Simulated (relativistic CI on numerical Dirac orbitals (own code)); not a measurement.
# Zn XII (Zn¹¹⁺): levels and lines

Aim: the low levels of Zn¹¹⁺, their labels and the strongest lines; further runs change one setting each.

Program: relativistic CI on numerical Dirac orbitals (own code) version 4. Level of theory: Dirac-Coulomb-Breit CI, KLI orbitals optimised for each configuration, model QED (radiative potential, 1s self-energy scaled to tabulated hydrogen-like ionisation energies). These are calculated values, not measurements, unless marked.

### 1 What is computed

* ion: Zn¹¹⁺ (Zn XII)
* nuclear charge: 30
* electrons: 19
* isotope: A = 64
* first configuration typed: [Ar] 3d

Outer shells as boxes (Hund's rule):

first configuration typed
```
[Ar] core
3d [↑ ][  ][  ][  ][  ]
```

### 2 Base run

Settings of the run:

```ini
atom Zn  Z=30  charge=11  electrons=19
nucleus A=64  rms_radius_fm=3.9283
hamiltonian dirac-coulomb  breit=on  qed=on  c_scale=1
orbitals kli  potential=per-configuration
slater_scale 1
correlation none
mixing on
configurations
  [Ar] 3d
  [Ne] 3s2 3p5 3d2
  [Ne] 3s 3p6 3d2
  [Ar] 4s
  [Ar] 4p
  [Ar] 4d
  [Ar] 4f
  [Ne] 3s2 3p5 3d 4s
  [Ar] 5s
  [Ar] 5p
  [Ne] 3s2 3p5 3d 4p
  [Ne] 3p6 3d3
  [Ne] 3p5 3d4
end
```

Run with:

```console
python run_levels.py task.json out
```

task.json lists these runs, among others, and the program works through them in turn.

### 3 Correlation estimate p86

The settings differ from step 2 so:

```diff
@@ -5,3 +5,3 @@
 slater_scale 1
-correlation none
+correlation p86
 mixing on
```

### 4 Without configuration mixing

The settings differ from step 3 so:

```diff
@@ -5,4 +5,4 @@
 slater_scale 1
-correlation p86
-mixing on
+correlation none
+mixing off
 configurations
```

### 5 Non-relativistic limit (c × 1000)

The settings differ from step 4 so:

```diff
@@ -2,3 +2,3 @@
 nucleus A=64  rms_radius_fm=3.9283
-hamiltonian dirac-coulomb  breit=on  qed=on  c_scale=1
+hamiltonian dirac-coulomb  breit=off  qed=off  c_scale=1000
 orbitals kli  potential=per-configuration
@@ -6,3 +6,3 @@
 correlation none
-mixing off
+mixing on
 configurations
```

(Steps that only read results are left out.)

Q: Predict the outcome of this session. Wanted: lowest level; first excitation; lowest level of the other parity; fastest E1 line; ionisation energy.

**Answer**, as computed:

| run | time | mean size of shift, levels followed (cm⁻¹) | lowest level | ionisation energy (eV) |
| --- | --- | --- | --- | --- |
| main run | 0.85 s | 0 | 3d 2D3/2 | 308.68 |
| correlation estimate p86 | 0.82 s | 936 | 3d 2D3/2 | 310.23 |
| without configuration mixing | 0.8 s | 1620 | 3d 2D3/2 | - |
| non-relativistic limit (c × 1000) | 0.45 s | 14383 | 3d 2D3/2 | - |

The semi-empirical ionisation energy (NIST) is 310.8 eV.

| quantity | value |
| --- | --- |
| lowest level | 3d 2D3/2 |
| first excitation | 3d 2D5/2, 5005.6 cm⁻¹ |
| lowest level of the other parity | 3p5 3d2 4D°1/2, 514579 cm⁻¹ |
| levels in the model | 360 |
| fastest E1 line (by rate) to the lowest level among the lowest 180 of 360 levels | 6.803 nm, from 4f 2F°5/2 |
| ionisation energy | 308.68 eV |
| ionisation energy, semi-empirical (NIST) | 310.8 eV |

**Reading.** 3d 2D3/2 comes out lowest; its LS label holds 100 % and its jj label 100 %; over the low levels the means are 85 and 60 %, so LS coupling describes them better. Against the semi-empirical ionisation energy the result lies 0.68 % low. Of the changes tried, the run «non-relativistic limit (c × 1000)» moves the low levels most, by 14383 cm⁻¹ on average. Lifetimes count radiative decay inside the model alone.
